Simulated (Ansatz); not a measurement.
**Ge2H6 (digermane): B2PLYP/6-31G(d) (spherical functions)**

What is the vertical ionisation energy of Ge2H6 (digermane) at B2PLYP/6-31G* (spherical functions)? 

Program for the calculation: Ansatz 0.2.0.

39 further runs of the same task are left out: 39 set aside as unsound or not needed.

**1. The structure to begin with**

Ge2H6: 8 atoms, total charge 0, spin state singlet. SMILES: `[GeH3][GeH3]`. The coordinates come from a PBE0-D4/def2-TZVP relaxation.

Bond lengths: Ge1–Ge2 2.420 Å, Ge1–H3 1.537 Å, Ge1–H4 1.537 Å, Ge1–H5 1.537 Å, Ge2–H6 1.537 Å, Ge2–H7 1.537 Å, Ge2–H8 1.537 Å. Some angles: Ge1–Ge2–H6 110.3°, Ge1–Ge2–H7 110.3°, Ge1–Ge2–H8 110.3°, Ge2–Ge1–H3 110.3°, Ge2–Ge1–H4 110.3°, Ge2–Ge1–H5 110.3°, H6–Ge2–H7 108.6°, H6–Ge2–H8 108.6°, H7–Ge2–H8 108.6°, H3–Ge1–H4 108.6°.

**2. The energy at B2PLYP/6-31G(d) (spherical functions)**

The input, in.yaml:

```yaml
basis:
  gaussian:
    orbitals: 6-31G_st_-spherical.json
crystal:
  periodic: [false, false, false]
  atoms:
    - symbol: Ge
      position_ang: [-0.569150, 0.281910, -1.029950]
    - symbol: Ge
      position_ang: [0.569150, -0.281910, 1.029950]
    - symbol: H
      position_ang: [-0.360530, -0.825230, -2.075830]
    - symbol: H
      position_ang: [-2.077470, 0.442320, -0.780090]
    - symbol: H
      position_ang: [-0.023210, 1.601970, -1.597890]
    - symbol: H
      position_ang: [0.367430, 0.829100, 2.073090]
    - symbol: H
      position_ang: [2.076310, -0.450460, 0.778490]
    - symbol: H
      position_ang: [0.017470, -1.597700, 1.602230]
output: {orbitals: {seedname: orbitals}}
accuracy: high
correlation:
  frozen_orbitals: {Ge: 9, H: 0}
hamiltonian:
  xc: {name: B2PLYP}
```

The basis set 6-31G* is read from a file made from the Basis Set Exchange's data (not shown).

The run is started by

```sh
$ ansatz run in.yaml --threads 1 --pin off --max-ram 3480MiB --events-out events.jsonl --progress --plain --runs-dir runs
```

The program printed:

```text
Warning: RAYON_NUM_THREADS=1 ignored (pool sized by the plan → 1); use --threads N
Functional definition: B2PLYP
  name "B2PLYP"
  parameter a = 0.53
  parameter c = 0.27
  exchange = (1 - a)*b88_x + a*exact_x
  correlation = (1 - c)*lyp_c + c*(mp2_os + mp2_ss)
1611 factors; integrals over basis functions are off by at most 8.5e-9 eV
mean field evaluation 1: about -113092.6728 eV, gradient 1.1e1 eV
mean field evaluation 2: about -113092.9097 eV, gradient 1.1e1 eV
mean field evaluation 4: about -113093.0950 eV, gradient 1.1e0 eV
mean field evaluation 8: about -113093.0964 eV, gradient 2.7e-3 eV
mean field evaluation 16: about -113093.0964 eV, gradient 9.3e-8 eV
mean field -113093.09635717 eV, -4156.0946338720 hartree, gradient 9.3e-8 eV, S^2 0.000000; 0 other end points of the search recorded, 0 dependent functions left out
18 core orbitals not correlated: weight in the atoms' cores, before any rotation towards them, 1.000 or more for the frozen orbitals, at most 0.000 for the correlated occupied ones
reference -113093.09638645 eV, -4156.0946349482 hartree; 17, 17 occupied and 41, 41 virtual orbitals, 1611 factors
second order -16.28928479 eV of doubles, -0.00000000 eV of singles
Total energy: -113097.49449335 eV, -4156.2562623954 hartree
```

Run time: 5.7 s. Hardware: 1 thread of Intel Xeon 6975P-C (Granite Rapids), shared host; peak memory 0.28 GiB.

**3. The doublet cation at the same level**

The input, molecule.yaml:

```yaml
crystal:
  periodic: [false, false, false]
  atoms:
    - {symbol: Ge, position_ang: [-0.569150, 0.281910, -1.029950]}
    - {symbol: Ge, position_ang: [0.569150, -0.281910, 1.029950]}
    - {symbol: H, position_ang: [-0.360530, -0.825230, -2.075830]}
    - {symbol: H, position_ang: [-2.077470, 0.442320, -0.780090]}
    - {symbol: H, position_ang: [-0.023210, 1.601970, -1.597890]}
    - {symbol: H, position_ang: [0.367430, 0.829100, 2.073090]}
    - {symbol: H, position_ang: [2.076310, -0.450460, 0.778490]}
    - {symbol: H, position_ang: [0.017470, -1.597700, 1.602230]}
basis:
  gaussian: {orbitals: 6-31G_st_-spherical.json}
total_charge: 1
magnetization: {spin_polarized: true, initial_magnetization: 1}
hamiltonian: {xc: {name: B2PLYP}}
correlation: {frozen_orbitals: {Ge: 9, H: 0}}
accuracy: high
output: {orbitals: {seedname: orbitals}}
```

The basis set 6-31G* is read from a file made from the Basis Set Exchange's data (not shown).

The run is started by

```sh
$ ansatz run molecule.yaml --threads 1 --pin off --max-ram 3480MiB --events-out events.jsonl --progress --plain --runs-dir runs
```

The program printed (excerpt; [...] marks lines left out):

```text
Warning: RAYON_NUM_THREADS=1 ignored (pool sized by the plan → 1); use --threads N
Functional definition: B2PLYP
  name "B2PLYP"
[...]
1611 factors; integrals over basis functions are off by at most 8.5e-9 eV
[...]
mean field -113083.06641275 eV, -4155.7260402132 hartree, gradient 7.8e-8 eV, S^2 0.753215; 2 other end points of the search recorded, 0 dependent functions left out
18 core orbitals not correlated: weight in the atoms' cores, before any rotation towards them, 1.000 or more for the frozen orbitals, at most 0.000 for the correlated occupied ones
reference -113083.06644009 eV, -4155.7260412179 hartree; 17, 16 occupied and 41, 42 virtual orbitals, 1611 factors
second order -15.78694636 eV of doubles, -0.00000000 eV of singles
Total energy: -113087.32891561 eV, -4155.8826843040 hartree
```

Wall time 8.4 s (1 thread of Intel Xeon 6975P-C (Granite Rapids), shared host); peak memory 0.41 GiB.

**4. What came out**

Level: B2PLYP/6-31G* (spherical functions), 18 core orbitals frozen.

```
                                                                quantity           value
                                             singlet Ge2H6: total energy  -4156.25626 Eh
                        singlet Ge2H6: HOMO energy (SCF part's orbitals)        -8.98 eV
                        singlet Ge2H6: LUMO energy (SCF part's orbitals)         1.49 eV
                      singlet Ge2H6: HOMO–LUMO gap (SCF part's orbitals)        10.47 eV
                                            doublet cation: total energy  -4155.88268 Eh
doublet cation: HOMO energy (SCF part's orbitals) (highest over α and β)       -16.14 eV
 doublet cation: LUMO energy (SCF part's orbitals) (lowest over α and β)       -11.09 eV
                                                    doublet cation: ⟨S²⟩           0.753
                      vertical ionisation energy (to the doublet cation)       10.166 eV
```

What this shows: Removing an electron at fixed nuclei costs 10.17 eV (981 kJ/mol). The negative HOMO energy of the first species, 8.98 eV, lies 1.19 eV below that difference.
